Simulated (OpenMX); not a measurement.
Crystal: HPbNO4.

```
H Pb N O
1.0
     4.12040   -0.00081   -0.01120
     0.00404    6.42722    0.05360
     0.02791    3.20707    7.74994
H Pb N O
2 2 2 8
Direct
  0.90366 0.21821 0.48851
  0.40337 0.78177 0.51142
  0.39455 0.30863 0.70725
  0.89489 0.69135 0.29266
  0.63409 0.19990 0.20730
  0.13386 0.80012 0.79275
  0.90829 0.32866 0.54369
  0.53792 0.39076 0.19497
  0.53483 0.11279 0.10602
  0.83718 0.08887 0.32672
  0.40817 0.67132 0.45624
  0.03774 0.60924 0.80520
  0.03429 0.88737 0.89397
  0.33716 0.91101 0.67330
```

The cell was built by a generator and needn't be a form met in nature.

Base run:

```yaml
Program: OpenMX 3.8.5
Functional: PBE
Potentials_or_basis: OpenMX 2013 PBE set, H5.0-s2, Pb8.0-s3p2d2, N6.0-s2p2, O6.0-s2p2, grid cutoff 500 Ry
k_mesh: 7 × 5 × 5
Occupations: fermi-dirac, width 0.05 eV
Spin: no spin polarisation
```

Its results: band gap on the k mesh 2.91 eV, indirect (least direct gap 3.07 eV); pressure 10.7 GPa; largest force 5.463 eV/Å.

Question: The run is repeated on the same cell with these changes: functional from PBE to LDA; potentials or basis from OpenMX 2013 PBE set, H5.0-s2, Pb8.0-s3p2d2, N6.0-s2p2, O6.0-s2p2, grid cutoff 500 Ry to OpenMX 2013 LDA set, H6.0-s2p1, Pb8.0-s3p2d2f1, N6.0-s2p2d1, O6.0-s2p2d1, grid cutoff 500 Ry. What comes out?

Answer: Band gap on the k mesh 3.22 eV, indirect (least direct gap 3.28 eV); pressure -3.6 GPa; largest force 0.534 eV/Å.

Caveats: spin-orbit coupling is left out, which as a rule narrows the gap of such compounds by several tenths of an eV; the basis of atomic orbitals isn't converged, which shifts pressures, moduli and gaps; forces of over 1 eV/Å show positions far from the minimum, so gaps and moduli don't describe the material at rest (some runs).

Not every run made on this cell is shown here.
